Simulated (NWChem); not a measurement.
# Si2H2Cl2F (SMILES F[SiH](Cl)[SiH]Cl) at 4 levels

Aim: a comparison of 4 runs (UHF/STO-3G, UHF/3-21G, UB3LYP/6-31G*) of Si2H2Cl2F. 

The results are computed with NWChem 7.3.0.

## Step 1: The structure to begin with

Si2H2Cl2F has 7 atoms, charge 0, and is taken as a doublet. SMILES: `F[SiH](Cl)[SiH]Cl`. The coordinates come from a PBE0-D4/def2-TZVP relaxation. This is one conformer, not always the lowest.

Bond lengths: F1–Si2 1.593 Å, Si2–Cl3 2.044 Å, Si2–Si4 2.334 Å, Si4–Cl5 2.057 Å, Si2–H6 1.481 Å, Si4–H7 1.488 Å. Angles: F1–Si2–Cl3 108.8°, F1–Si2–Si4 108.8°, Cl3–Si2–Si4 106.5°, Si2–Si4–Cl5 110.4°, F1–Si2–H6 107.0°, Cl3–Si2–H6 108.5°, Si4–Si2–H6 117.1°, Si2–Si4–H7 112.8°, Cl5–Si4–H7 108.2°.

## Step 2: Energy and forces at UHF/STO-3G (run 1)

run.py

```python
from ase import Atoms
from ase.calculators.nwchem import NWChem

molecule = Atoms(['F', 'Si', 'Cl', 'Si', 'Cl', 'H', 'H'], positions=[
    [-2.013600, 0.437700, 0.674000],
    [-0.421800, 0.421400, 0.720800],
    [0.175200, -0.429100, 2.481300],
    [0.367900, -0.963000, -0.984300],
    [0.120200, -0.058000, -2.815000],
    [0.026300, 1.832500, 0.704400],
    [1.806900, -1.309400, -0.827000],
])

calc = NWChem(
    label='cl2fh2si2',
    theory='scf',
    memory='2200 mb',
    basis='STO-3G',
    basispar='spherical bse',
    scf={'nopen': '1', 'uhf': None, 'thresh': '1e-08', 'maxiter': '80'},
)
molecule.calc = calc

forces = molecule.get_forces()
e = molecule.get_potential_energy()
print(f"E = {e:.6f} eV")
print("forces (eV/A):")
for s, f in zip(molecule.symbols, forces):
    print(f"{s:2s} {f[0]:10.5f} {f[1]:10.5f} {f[2]:10.5f}")
```

Run with:

```console
$ export ASE_NWCHEM_COMMAND="nwchem PREFIX.nwi > PREFIX.nwo"
$ python run.py
```

The log of the run:

```text
E = -42985.049409 eV
forces (eV/A):
F    -0.97841   -0.03013    0.18121
Si    1.23927    1.28272   -2.21943
Cl    0.32848   -0.44429    1.21865
Si    1.05909   -0.56148    1.82713
Cl    0.01291    0.55202   -0.86898
H    -0.25639   -1.37261    0.08459
H    -1.40490    0.57372   -0.22322
```

The calculator wrote cl2fh2si2.nwi:

```
title "cl2fh2si2"

permanent_dir cl2fh2si2

scratch_dir cl2fh2si2

start cl2fh2si2

geometry units angstrom nocenter noautosym noautoz
  F  -2.0135999999999998e+00 4.3769999999999998e-01 6.7400000000000004e-01
  Si -4.2180000000000001e-01 4.2140000000000000e-01 7.2080000000000000e-01
  Cl 1.7519999999999999e-01 -4.2909999999999998e-01 2.4813000000000001e+00
  Si 3.6790000000000000e-01 -9.6299999999999997e-01 -9.8429999999999995e-01
  Cl 1.2020000000000000e-01 -5.8000000000000003e-02 -2.8149999999999999e+00
  H  2.6300000000000000e-02 1.8325000000000000e+00 7.0440000000000003e-01
  H  1.8069000000000000e+00 -1.3093999999999999e+00 -8.2699999999999996e-01
end

memory 2200 mb

basis spherical bse noprint
   * library STO-3G
end

scf
  nopen 1
  uhf
  thresh 1e-08
  maxiter 80
end

task scf gradient
```

cl2fh2si2.nwo:

```text
Northwest Computational Chemistry Package (NWChem) 7.3.0
             --------------------------------------------------------

           Job information
           ---------------

    nwchem branch   = 7.3.0
    use scalapack   = T
    input           = cl2fh2si2.nwi
    prefix          = cl2fh2si2.
    data base       = cl2fh2si2/cl2fh2si2.db
    status          = startup
    nproc           =        1

           Memory information
           ------------------

    heap     =     72089598 doubles =      550.0 Mbytes
    stack    =     72089595 doubles =      550.0 Mbytes
    global   =    144179200 doubles =     1100.0 Mbytes (distinct from heap & stack)
    total    =    288358393 doubles =     2200.0 Mbytes
    verify   = yes
    hardfail = no

[... 40 lines left out ...]
            Nuclear Dipole moment (a.u.)
[... 87 lines left out ...]
 1-e energy   =   -3008.434919
[... 7 lines left out ...]
         Quadratically convergent UHF
[... 15 lines left out ...]
       Final UHF  results
[... 3 lines left out ...]
      One electron energy =  -3004.034211667666
[... 1 line left out ...]
 Nuclear repulsion energy =    404.849709747868
[... 55 lines left out ...]
          Final beta eigenvalues
[... 222 lines left out ...]
                     UHF Final Beta Molecular Orbital Analysis
[... 271 lines left out ...]
                 ----------------------------------------
                 |  Time  |  1-e(secs)   |  2-e(secs)   |
                 ----------------------------------------
                 |  CPU   |       0.00   |       0.43   |
                 ----------------------------------------
                 |  WALL  |       0.00   |       0.43   |
                 ----------------------------------------

 Task  times  cpu:        2.9s     wall:        2.9s
 Total times  cpu:        2.9s     wall:        2.9s
```

Run time: 3.9 s. Hardware: 1 thread of Intel Xeon 6975P-C (Granite Rapids), shared host; peak memory 0.096 GiB.

## Step 3: Energy and forces at UHF/3-21G (run 2)

run.py

```python
from ase import Atoms
from ase.calculators.nwchem import NWChem

system = Atoms('FSiClSiClHH', positions=[
    [-2.013600, 0.437700, 0.674000],
    [-0.421800, 0.421400, 0.720800],
    [0.175200, -0.429100, 2.481300],
    [0.367900, -0.963000, -0.984300],
    [0.120200, -0.058000, -2.815000],
    [0.026300, 1.832500, 0.704400],
    [1.806900, -1.309400, -0.827000],
])

calc = NWChem(
    label='cl2fh2si2',
    theory='scf',
    memory='2200 mb',
    basis='3-21G',
    basispar='spherical bse',
    scf={'nopen': '1', 'uhf': None, 'thresh': '1e-08', 'maxiter': '80', 'print': 'low'},
)
system.calc = calc

forces = system.get_forces()
e = system.get_potential_energy()
print(f"E = {e:.6f} eV")
print("forces (eV/A):")
for s, f in zip(system.symbols, forces):
    print(f"{s:2s} {f[0]:10.5f} {f[1]:10.5f} {f[2]:10.5f}")
```

Run with:

```console
$ export ASE_NWCHEM_COMMAND="nwchem PREFIX.nwi > PREFIX.nwo"
$ python run.py
```

The log of the run:

```text
E = -43253.896851 eV
forces (eV/A):
F    -1.70495   -0.03805   -0.05996
Si    0.88950    1.32078   -1.77396
Cl    0.71934   -0.94457    2.02922
Si    0.53654   -1.20348    1.91989
Cl   -0.29444    1.05739   -2.16343
H     0.03790   -0.24677    0.00087
H    -0.18394    0.05466    0.04736
```

The calculator wrote cl2fh2si2.nwi:

```
title "cl2fh2si2"

permanent_dir cl2fh2si2

scratch_dir cl2fh2si2

start cl2fh2si2

geometry units angstrom nocenter noautosym noautoz
  F  -2.0135999999999998e+00 4.3769999999999998e-01 6.7400000000000004e-01
  Si -4.2180000000000001e-01 4.2140000000000000e-01 7.2080000000000000e-01
  Cl 1.7519999999999999e-01 -4.2909999999999998e-01 2.4813000000000001e+00
  Si 3.6790000000000000e-01 -9.6299999999999997e-01 -9.8429999999999995e-01
  Cl 1.2020000000000000e-01 -5.8000000000000003e-02 -2.8149999999999999e+00
  H  2.6300000000000000e-02 1.8325000000000000e+00 7.0440000000000003e-01
  H  1.8069000000000000e+00 -1.3093999999999999e+00 -8.2699999999999996e-01
end

memory 2200 mb

basis spherical bse noprint
   * library 3-21G
end

scf
  nopen 1
  uhf
  thresh 1e-08
  maxiter 80
  print low
end

task scf gradient
```

cl2fh2si2.nwo:

```text
Northwest Computational Chemistry Package (NWChem) 7.3.0
             --------------------------------------------------------

           Job information
           ---------------

    nwchem branch   = 7.3.0
    use scalapack   = T
    input           = cl2fh2si2.nwi
    prefix          = cl2fh2si2.
    data base       = cl2fh2si2/cl2fh2si2.db
    status          = startup
    nproc           =        1

           Memory information
           ------------------

    heap     =     72089598 doubles =      550.0 Mbytes
    stack    =     72089595 doubles =      550.0 Mbytes
    global   =    144179200 doubles =     1100.0 Mbytes (distinct from heap & stack)
    total    =    288358393 doubles =     2200.0 Mbytes
    verify   = yes
    hardfail = no

[... 40 lines left out ...]
            Nuclear Dipole moment (a.u.)
[... 71 lines left out ...]
       Final UHF  results
[... 2 lines left out ...]
         Total SCF energy =  -1589.551403673273
      One electron energy =  -3009.762867914180
      Two electron energy =   1015.361754493039
 Nuclear repulsion energy =    404.849709747868
[... 5 lines left out ...]
        Time for solution =      3.0s

                              NWChem Gradients Module
                              -----------------------

                         UHF ENERGY GRADIENTS

    atom               coordinates                        gradient
                 x          y          z           x          y          z
   1 F      -3.805152   0.827133   1.273675    0.033156   0.000740   0.001166
   2 Si     -0.797086   0.796331   1.362114   -0.017298  -0.025685   0.034498
   3 Cl      0.331080  -0.810881   4.688977   -0.013989   0.018369  -0.039462
   4 Si      0.695230  -1.819806  -1.860057   -0.010434   0.023404  -0.037336
   5 Cl      0.227145  -0.109604  -5.319579    0.005726  -0.020563   0.042072
   6 H       0.049700   3.462923   1.331123   -0.000737   0.004799  -0.000017
   7 H       3.414546  -2.474407  -1.562803    0.003577  -0.001063  -0.000921

 Task  times  cpu:        3.7s     wall:        3.7s
 Total times  cpu:        3.7s     wall:        3.7s
```

Wall time 4.8 s (1 thread of Intel Xeon 6975P-C (Granite Rapids), shared host); peak memory 0.097 GiB.

Run 3 isn't shown in full; the table further down has it.

## Step 4: Energy and gradient at UB3LYP/6-31G(d) (Cartesian functions) (run 4)

run.nw

```
start run
title "Cl2FH2Si2 B3LYP"
memory 2200 mb

geometry units angstrom noautosym nocenter noautoz
F    -2.013600    0.437700    0.674000
Si   -0.421800    0.421400    0.720800
Cl    0.175200   -0.429100    2.481300
Si    0.367900   -0.963000   -0.984300
Cl    0.120200   -0.058000   -2.815000
H     0.026300    1.832500    0.704400
H     1.806900   -1.309400   -0.827000
end

basis
* library 6-31G*
end

dft
xc b3lyp
mult 2
grid fine
convergence energy 1e-08
iterations 100
mulliken
end

task dft gradient
```

Run with:

```console
$ nwchem run.nw > run.out
```

The log of the run:

```text
[...]
          Wavefunction type:  spin polarized.
          No. of atoms     :     7
          No. of electrons :    73
[...]
          Charge           :     0
          Spin multiplicity:     2
[...]
          AO basis - number of functions:    95
[...]
              XC Information
              --------------
                         B3LYP Method XC Potential
                     Hartree-Fock (Exact) Exchange  0.200
                        Slater Exchange Functional  0.800 local
                    Becke 1988 Exchange Functional  0.720 non-local
              Lee-Yang-Parr Correlation Functional  0.810
                  VWN I RPA Correlation Functional  0.190 local
[...]
 d= 0,ls=0.0,diis     1  -1600.4342181898 -2.01D+03  1.00D-02  2.54D-01     2.7
[...]
 d= 0,ls=0.0,diis    11  -1600.5340282628 -6.10D-09  4.55D-07  1.28D-09    24.8
[...]
         Total DFT energy =    -1600.534028262789
      One electron energy =    -3020.655346257820
           Coulomb energy =     1124.974452063919
    Exchange-Corr. energy =     -109.702843816757
 Nuclear repulsion energy =      404.849709747869
[...]
      Total Density - Mulliken Population Analysis
     ---------------------------------------------
    Atom       Charge   Shell Charges
 -----------   ------   -------------------------------------------------------
    1 F    9     9.34   1.99  0.95  3.32  0.93  2.07  0.07
    2 Si  14    13.32   2.00  1.99  5.96  1.06  1.68  0.16  0.23  0.23
    3 Cl  17    17.23   2.00  1.99  5.97  1.46  3.65  0.55  1.64 -0.03
    4 Si  14    13.80   2.00  1.99  5.96  1.14  1.80  0.36  0.44  0.11
    5 Cl  17    17.22   2.00  1.99  5.97  1.46  3.63  0.56  1.64 -0.03
    6 H    1     1.06   0.51  0.55
    7 H    1     1.03   0.50  0.53
[...]
      <S2> =      0.7521 (Exact =     0.7500)
[...]
  wavefunction    = open shell
                         DFT ENERGY GRADIENTS
    atom               coordinates                        gradient
                 x          y          z           x          y          z
   1 F      -3.805152   0.827133   1.273675    0.013076  -0.000291   0.000350
   2 Si     -0.797086   0.796331   1.362114   -0.007848  -0.003713   0.006149
   3 Cl      0.331080  -0.810881   4.688977   -0.003344   0.003724  -0.009383
   4 Si      0.695230  -1.819806  -1.860057   -0.000554   0.005836  -0.006964
   5 Cl      0.227145  -0.109604  -5.319579    0.000754  -0.004514   0.010010
   6 H       0.049700   3.462923   1.331123   -0.000953  -0.000870  -0.000079
   7 H       3.414546  -2.474407  -1.562803   -0.001131  -0.000173  -0.000083
[...]
```

It took 31 s on 1 thread of Intel Xeon 6975P-C (Granite Rapids), shared host; peak memory 0.13 GiB.

## Step 5: Overview of the runs

| run | level | iteration cap | module | energy (Eh) | ⟨S²⟩ | largest force (eV/Å) | wall time |
| --- | --- | --- | --- | --- | --- | --- | --- |
| 1 | UHF/STO-3G | 80 | scf | -1579.671442 | 0.752 | 2.847 | 3.9 s |
| 2 | UHF/3-21G | 80 | scf | -1589.551404 | 0.754 | 2.426 | 4.8 s |
| 3 | UB3LYP/6-31G* (spherical functions) | 100 | dft | -1600.522824 | 0.752 | 0.726 | 29 s |
| 4 | UB3LYP/6-31G* (Cartesian functions) | 100 | dft | -1600.534028 | 0.752 | 0.673 | 31 s |

## Step 6: Summary of results

| quantity | value |
| --- | --- |
| run 4: total energy | -1600.53403 Eh |
| run 4: dipole moment | 1.03 D |
| run 4: HOMO energy (highest over α and β) | -6.38 eV |
| run 4: LUMO energy (lowest over α and β) | -3.63 eV |
| run 4: ⟨S²⟩ | 0.752 |
| run 4: largest force on an atom | 0.673 eV/Å |

In run 1 the basis is minimal, so the values are rough. All runs together took 69 s, the longest 31 s.
